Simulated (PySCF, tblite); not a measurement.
# C₂H₁₃Ge₂N₂P: geometry, infrared bands and NMR shifts

Aim: predict the infrared bands and NMR shifts of C₂H₁₃Ge₂N₂P (`[CH3][GeH2][CH2][Ge]([NH2])([NH2])[PH2]`).

Programs: tblite 0.8.0 and PySCF 2.14.0, with density-fitted response routines of our own. Each step states its level of theory. These are calculated values for one molecule in the gas phase, unless marked as measured. Atoms are numbered from 0 throughout.

## 1. Starting geometry

20 atoms, charge 0, multiplicity 1; geometry from: force field or distance geometry start.

Bonds of the start (Å): C0–Ge1 1.95, Ge1–C2 1.94, C2–Ge3 1.93, Ge3–N4 1.87, Ge3–N5 1.86, Ge3–P6 2.27, C0–H7 1.11, C0–H8 1.12, C0–H9 1.12, Ge1–H10 1.55, Ge1–H11 1.56, C2–H12 1.11, C2–H13 1.11, N4–H14 1.04, N4–H15 1.06, N5–H16 1.05, N5–H17 1.06, P6–H18 1.46, P6–H19 1.45.

## 2. Relaxing the molecule with GFN2-xTB

Job settings and geometry (Å):

```
{"job": {"kind": "relax", "xc": "GFN2-xTB", "basis": "xTB"}, "charge": 0, "multiplicity": 1}
C     -2.395400    -0.323600     0.733800
Ge    -1.930600     1.025000    -0.590600
C     -0.146900     0.786600    -1.311200
Ge     1.052000    -0.160100    -0.134200
N      2.646400    -0.562100    -1.026600
N      0.258600    -1.787500     0.304600
P      1.659900     1.066900     1.680800
H     -1.553200    -0.594900     1.396300
H     -2.871000    -1.196100     0.223200
H     -3.157700     0.154100     1.407600
H     -2.991100     0.901600    -1.720600
H     -2.059100     2.394000     0.143000
H     -0.179000     0.234100    -2.275900
H      0.229300     1.804500    -1.561500
H      3.056800    -1.388400    -0.542100
H      3.311800     0.234300    -0.830400
H     -0.555800    -1.907400    -0.352800
H      0.874900    -2.624500     0.106000
H      2.973700     1.645300     1.440600
H      1.771400     0.308800     2.907000
```

Run with:

```console
> OMP_NUM_THREADS=1 python probes_run.py task.json out
```

This one command runs all jobs of the session in turn.

**Question.** This job is followed by: GFN2-xTB harmonic vibrations, gas phase; GIAO PBE0/pcSseg-1 NMR shielding, non-relativistic, gas phase. Predict these results of the whole session: strongest single infrared mode (GFN2-xTB); zero-point energy (GFN2-xTB); ¹³C shifts against TMS (PBE0/pcSseg-1); ¹H shifts against TMS (PBE0/pcSseg-1, means over atoms taken as alike); ⁷³Ge shifts against GeMe4 (PBE0/pcSseg-1); ¹⁵N shifts against NH3 (PBE0/pcSseg-1, means over atoms taken as alike); ³¹P shifts against H3PO4 (PBE0/pcSseg-1); surface potential, 1st and 99th percentile.

**Answer**, as computed:

```
                                                               quantity                             value
                              strongest single infrared mode (GFN2-xTB)             1984 cm⁻¹, 507 km/mol
                                           zero-point energy (GFN2-xTB)                     89.9 kcal/mol
                                 ¹³C shifts against TMS (PBE0/pcSseg-1)                     8.7, -5.5 ppm
 ¹H shifts against TMS (PBE0/pcSseg-1, means over atoms taken as alike)  3.96, 1.20, 0.41, 0.36, 0.19 ppm
                              ⁷³Ge shifts against GeMe4 (PBE0/pcSseg-1)                      92, -145 ppm
¹⁵N shifts against NH3 (PBE0/pcSseg-1, means over atoms taken as alike)                          30.4 ppm
                               ³¹P shifts against H3PO4 (PBE0/pcSseg-1)                        -262.7 ppm
                                  surface potential, 1st and 99th percentile                -1.45 V and 1.37 V
```

In words: Over 163 steps the energy fell by 1.268 eV; of the close pairs, C2–Ge3 changed most, 1.928 to 2.004 Å. All 54 modes are real, so the xTB geometry is a minimum. The strongest single mode, at 1984 cm⁻¹, moves mainly H11. GFN2-xTB is a fitted tight-binding method: band positions and strengths are rough. Its intensities can rank the bands wrongly. At PBE0/pcSseg-1: The widest tensor belongs to Ge1: span 183 ppm, with a paramagnetic part of -1279 ppm. Spin-orbit coupling is left out, which matters for shieldings and couplings at and beside the heavy atoms.
